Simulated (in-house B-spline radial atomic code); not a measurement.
**Cs³⁺: binding energies from hole states**

How much more does a second hole in Cs³⁺ cost because of the first?

Method: Dirac-Hartree-Fock, average of configuration, Fermi nucleus, basis-set limit. Code: in-house B-spline radial atomic code version 1.

## (1) The atom as given

```
element       : caesium (Z = 55)
charge        : +3
electrons     : 52
configuration : [Kr] 4d10 5s2 5p4
Hamiltonian   : Dirac-Coulomb
nucleus       : Fermi, rms radius 4.804 fm
```

The outer shells:

[Kr] 4d10 5s2 5p4
```
[Kr] core
4d [↑↓][↑↓][↑↓][↑↓][↑↓]
5s [↑↓]
5p [↑↓][↑ ][↑ ]
```

The boxes draw the filling by Hund's rule, which heavy ions in jj coupling don't follow; these runs average over all states of the configuration.

Settings of the run:

```ini
Z = 55
electrons = 52.0
configuration = [Kr] 4d10 5s2 5p4
hamiltonian = dirac
method = hf
spin_polarised = False
nucleus = fermi
rms_radius = 4.8041
mass_number = 133
atomic_mass = 132.905451958
speed_of_light = 137.035999084
```

From the earlier run of the reference: total energy -7784.588532 hartree. Levels, eight at most:

| orbital | occupation | energy (eV) | <r> (bohr) |
| --- | --- | --- | --- |
| 4s1/2 | 2 | -283.30 | 0.6944 |
| 4p1/2 | 2 | -226.97 | 0.7219 |
| 4p3/2 | 4 | -212.66 | 0.7474 |
| 4d3/2 | 4 | -119.16 | 0.8273 |
| 4d5/2 | 6 | -116.74 | 0.8374 |
| 5s1/2 | 2 | -61.149 | 1.696 |
| 5p1/2 | 1.33333 | -46.058 | 1.886 |
| 5p3/2 | 2.66667 | -44.013 | 1.951 |

Single holes known from earlier runs (ΔSCF): 1s 36152.3 eV, 3s 1260.84 eV, 4s 278.62 eV, 4p1/2 222.51 eV, 4p3/2 208.34 eV, 4d3/2 115.37 eV, 4d5/2 113.04 eV.

## (2) The 3s and 4d5/2 holes

In configurations, a minus sign after the shell means j = l − 1/2 and a plus sign j = l + 1/2; the count of electrons follows.

Settings of the run:

```ini
Z = 55
electrons = 50.0
configuration = 1s2 2s2 2p6 3s1 3p6 3d10 4s2 4p6 4d-4 4d+5 5s2 5p4
hamiltonian = dirac
method = hf
spin_polarised = False
nucleus = fermi
rms_radius = 4.8041
mass_number = 133
atomic_mass = 132.905451958
speed_of_light = 137.035999084
```

## (3) The 3s and 4s holes

The settings differ from step 2 so:

```diff
@@ -2,3 +2,3 @@
 electrons = 50.0
-configuration = 1s2 2s2 2p6 3s1 3p6 3d10 4s2 4p6 4d-4 4d+5 5s2 5p4
+configuration = 1s2 2s2 2p6 3s1 3p6 3d10 4s1 4p6 4d10 5s2 5p4
 hamiltonian = dirac
```

## (4) The 4d5/2 and 4d3/2 holes

The settings differ from step 3 so:

```diff
@@ -2,3 +2,3 @@
 electrons = 50.0
-configuration = 1s2 2s2 2p6 3s1 3p6 3d10 4s1 4p6 4d10 5s2 5p4
+configuration = 1s2 2s2 2p6 3s2 3p6 3d10 4s2 4p6 4d-3 4d+5 5s2 5p4
 hamiltonian = dirac
```

## (5) The 4p3/2 and 4d5/2 holes

The settings differ from step 4 so:

```diff
@@ -2,3 +2,3 @@
 electrons = 50.0
-configuration = 1s2 2s2 2p6 3s2 3p6 3d10 4s2 4p6 4d-3 4d+5 5s2 5p4
+configuration = 1s2 2s2 2p6 3s2 3p6 3d10 4s2 4p-2 4p+3 4d-4 4d+5 5s2 5p4
 hamiltonian = dirac
```

## (6) The 4p1/2 and 4d5/2 holes

The settings differ from step 5 so:

```diff
@@ -2,3 +2,3 @@
 electrons = 50.0
-configuration = 1s2 2s2 2p6 3s2 3p6 3d10 4s2 4p-2 4p+3 4d-4 4d+5 5s2 5p4
+configuration = 1s2 2s2 2p6 3s2 3p6 3d10 4s2 4p-1 4p+4 4d-4 4d+5 5s2 5p4
 hamiltonian = dirac
```

## (7) The 1s and 1s holes

The settings differ from step 6 so:

```diff
@@ -2,3 +2,3 @@
 electrons = 50.0
-configuration = 1s2 2s2 2p6 3s2 3p6 3d10 4s2 4p-1 4p+4 4d-4 4d+5 5s2 5p4
+configuration = 2s2 2p6 3s2 3p6 3d10 4s2 4p6 4d10 5s2 5p4
 hamiltonian = dirac
```

**Question.** What does each hole state cost in eV, and how does that compare with the orbital energies or single holes?

As calculated:

| two holes | ΔSCF (eV) | less the two single holes (eV) |
| --- | --- | --- |
| 3s and 4d5/2 | 1399.96 | 26.08 |
| 3s and 4s | 1566.53 | 27.07 |
| 4d5/2 and 4d3/2 | 250.44 | 22.04 |
| 4p3/2 and 4d5/2 | 342.60 | 21.22 |
| 4p1/2 and 4d5/2 | 358.56 | 23.01 |
| 1s and 1s | 73160.5 | 856.01 |

Two holes cost more than the sum of each, because the second electron leaves a more charged ion. The excess runs from 21.2 eV (4p3/2 and 4d5/2) to 856.0 eV (1s and 1s); it tends to be largest where both holes are compact. Two partly filled shells share a symmetry and can mix in the average, which may lower the energy, in these hole states: 3s and 4s; 4p3/2 and 4d5/2; 4p1/2 and 4d5/2; 4p1/2; 4p3/2. Values are for the free ion, measured from the vacuum level.
